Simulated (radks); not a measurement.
**Ionisation energy and size from Rb⁴⁺ to Pd⁴⁺**

An exercise on one series of results from a longer session: the logs are not shown, and one member is left open.

The numbers are computed with radks (a radial shooting solver on a logarithmic mesh, Libxc functionals) version 1 (scalar-relativistic Kohn-Sham, PBEsol, spin-polarised, spherical densities, point nucleus; open shells are filled with parallel spins first), except any that are marked as measured or tabulated.

## What is computed

```
species : Rb⁴⁺, Sr⁴⁺, Zr⁴⁺, Nb⁴⁺, Mo⁴⁺, Tc⁴⁺, Ru⁴⁺, Rh⁴⁺, Pd⁴⁺
runs    : 18, each species and its next ion
```

The first run:

The run's settings:

```text
Z 37
configuration [Ar] 3d10 4s2 4p3
relativity scalar-relativistic
functional pbe_sol,pbe_sol
spin polarised
nucleus point
c 137.035999084
```

On the command line:

```console
python run_ks.py task.json out
```

All runs below come from this command, one after another.

Among the steps run: Rb⁴⁺, [Ar] 3d10 4s2 4p3; Rb⁵⁺, [Ar] 3d10 4s2 4p2; Sr⁴⁺, [Ar] 3d10 4s2 4p4; Sr⁵⁺, [Ar] 3d10 4s2 4p3; Zr⁴⁺, [Kr]; Zr⁵⁺, [Ar] 3d10 4s2 4p5; Nb⁴⁺, [Kr] 4d1; Nb⁵⁺, [Kr]; Mo⁴⁺, [Kr] 4d2; Mo⁵⁺, [Kr] 4d1; Tc⁴⁺, [Kr] 4d3; Tc⁵⁺, [Kr] 4d2; Ru⁴⁺, [Kr] 4d4; Ru⁵⁺, [Kr] 4d3; Rh⁴⁺, [Kr] 4d5; Rh⁵⁺, [Kr] 4d4; Pd⁴⁺, [Kr] 4d6; Pd⁵⁺, [Kr] 4d5.

One table of the session follows, with a row left open; its other results are not shown here.

```
species  Δ-SCF (eV)  −ε(HOMO) (eV)  its <r> (bohr)
   Rb⁴⁺      69.150         62.086            1.51
   Sr⁴⁺      70.153         63.242            1.45
   Zr⁴⁺      80.630         72.783            1.31
   Nb⁴⁺           ?              ?               ?
   Mo⁴⁺      54.114         47.108            1.51
   Tc⁴⁺      57.584         50.252            1.43
   Ru⁴⁺      60.949         53.304            1.36
   Rh⁴⁺      64.235         56.289            1.30
   Pd⁴⁺      63.047         55.192            1.25
```

Q: Estimate the row for Nb⁴⁺ from the others.

The run gave: Δ-SCF (eV): 50.496; −ε(HOMO) (eV): 43.838; its <r> (bohr): 1.60. In the column «Δ-SCF (eV)» it is the lowest.

In words: Reference values: NIST Atomic Spectra Database (exp. measured, semi-emp. semi-empirical, theory a theoretical value adopted there). By these runs, which need not match the measured order, Zr⁴⁺ holds its electron most tightly (80.630 eV) and Nb⁴⁺ least (50.496 eV); the widest outer orbital is the 4d of Nb⁴⁺. The Δ-SCF values miss the measured or semi-empirical entries by -0.3 % in the signed mean; the largest miss is -0.8 % (Sr⁴⁺). Elements between those listed are not part of this session, or gave no valid solution. Open shells are spherical and high-spin; term and fine-structure splittings are not resolved.

**Measured values.**

From NIST Atomic Spectra Database: ionisation energy of Nb⁴⁺ 50.5728 eV.
